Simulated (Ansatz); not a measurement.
**CH₃ClFNOW: how energies converge with the basis set**

How large a basis does CH₃ClFNOW need? Two functionals are run in growing sets.

Method: one geometry, several basis sets; program: Ansatz 0.2.0, Gaussian basis.

Plan: PBE0-D4/def2-SVP; ωB97M-V/def2-SVP; PBE0-D4/def2-QZVPP; ωB97M-V/def2-QZVPP; the functionals' def2-TZVPP values are taken from earlier runs.

## Step 1: The geometry

The geometry comes from an earlier relaxation with PBE0-D4 in a triple-zeta def2 set; it is a stationary point, not always the lowest conformer. W takes the def2 core potential; no spin-orbit term is included.

SMILES `C[N]=[W](=[O])([F])[Cl]`, 9 atoms, charge 0, spin multiplicity 1.

Atoms are counted from 1 here; the program's logs count them from 0.

Bond lengths: C1–N2 1.418 Å, C1–H7 1.094 Å, C1–H8 1.095 Å, C1–H9 1.094 Å, N2–W3 1.735 Å, W3–O4 1.698 Å, W3–F5 1.866 Å, W3–Cl6 2.274 Å. Angles: N2–C1–H7 109.7°, N2–C1–H8 111.4°, N2–C1–H9 110.0°, H7–C1–H8 108.7°, H7–C1–H9 107.9°, H8–C1–H9 109.0°, C1–N2–W3 155.1°, N2–W3–O4 107.0°, N2–W3–F5 107.9°, N2–W3–Cl6 107.1°, O4–W3–F5 110.1°, O4–W3–Cl6 109.3°, F5–W3–Cl6 115.1°.

As a file:

```
C    -0.0030   -1.1839    1.0638
N     0.1469    0.0465    0.3752
W     0.0854    1.0936   -1.0069
O    -0.4085    0.1460   -2.3268
F     1.8051    1.7568   -1.2995
Cl   -1.4974    2.6702   -0.5795
H    -0.7497   -1.0752    1.8566
H    -0.3231   -1.9834    0.3871
H     0.9443   -1.4706    1.5300
```

## Step 2: PBE0-D4 in def2-SVP

Contents of in.yaml:

```yaml
crystal:
  periodic: [false, false, false]
  atoms:
    - {symbol: C, position_ang: [-0.003028, -1.183854, 1.063812]}
    - {symbol: N, position_ang: [0.146861, 0.046507, 0.375196]}
    - {symbol: W, position_ang: [0.085386, 1.093614, -1.006935]}
    - {symbol: O, position_ang: [-0.408514, 0.145971, -2.326801]}
    - {symbol: F, position_ang: [1.805145, 1.756750, -1.299529]}
    - {symbol: Cl, position_ang: [-1.497355, 2.670179, -0.579531]}
    - {symbol: H, position_ang: [-0.749658, -1.075166, 1.856645]}
    - {symbol: H, position_ang: [-0.323128, -1.983429, 0.387090]}
    - {symbol: H, position_ang: [0.944291, -1.470572, 1.530043]}
basis:
  gaussian: {orbitals: def2-SVP}
hamiltonian: {xc: pbe0, dispersion: d4}
output: {orbitals: {seedname: orbitals}}
```

Started as:

```console
$ ansatz run in.yaml --threads 2 --pin off --events-out ev --progress --plain --max-ram 22528MiB --backend cpu
```

After this run come: ωB97M-V in def2-SVP; PBE0-D4 in def2-QZVPP; ωB97M-V in def2-QZVPP.

**Question.** What will the summary of the whole plan be? Wanted: PBE0-D4: double and triple zeta above quadruple; ωB97M-V: double and triple zeta above quadruple.

**Answer**, as computed:

| quantity | value |
| --- | --- |
| PBE0-D4: double and triple zeta above quadruple | 14.55, 0.79 eV |
| ωB97M-V: double and triple zeta above quadruple | 14.74, 0.74 eV |

In words: For PBE0-D4 the step from double to triple zeta gains 13.76 eV and the next only 0.79 eV. Total energies overstate the basis error of differences, where much of it tends to cancel.
